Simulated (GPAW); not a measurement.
Ta3AsAu2O13:

```
Ta As Au O
1.0
     5.24237    3.02668    4.14273
    -5.24237    3.02668    4.14273
     0.00000   -6.05337    4.14273
Ta As Au O
3 1 2 13
Direct
  0.23108 0.57229 0.23108
  0.23108 0.23108 0.57229
  0.57229 0.23108 0.23108
  0.55878 0.55878 0.55878
  0.96559 0.96559 0.96559
  0.75105 0.75105 0.75105
  0.40884 0.66762 0.40884
  0.40884 0.40884 0.66762
  0.66762 0.40884 0.40884
  0.49726 0.01313 0.36024
  0.36024 0.49726 0.01313
  0.01313 0.36024 0.49726
  0.36024 0.01313 0.49726
  0.01313 0.49726 0.36024
  0.49726 0.36024 0.01313
  0.10963 0.74806 0.10963
  0.10963 0.10963 0.74806
  0.74806 0.10963 0.10963
  0.30840 0.30840 0.30840
```

The cell was built by a generator and needn't be a form met in nature.

Base run:

```yaml
Program: GPAW 26.7.0
Functional: PBEsol
Potentials_or_basis: PAW data sets generated in the run's folder for this functional
Cutoff: 800 eV
Basis: pw
k_mesh: 3 × 3 × 3
Occupations: fermi-dirac, width 0.05 eV
Spin: no spin polarisation
```

Its results: band gap on the k mesh 1.05 eV, indirect (least direct gap 1.10 eV); pressure -2.4 GPa; largest force 0.376 eV/Å.

The run is repeated on the same cell with these changes: functional from PBEsol to PW91. What comes out?

Band gap on the k mesh 1.11 eV, indirect (least direct gap 1.15 eV); pressure 0.2 GPa; largest force 0.276 eV/Å.

PW91 binds less tightly than PBEsol, so the same cell stands under more pressure.

Caveats: with this Au data set, volumes or pressures lay over 1.5 % or 2 GPa off other programs in two to four cells of ten; spin-orbit coupling is left out, which moves the levels of the heavy elements.

A k mesh can miss the band edges.
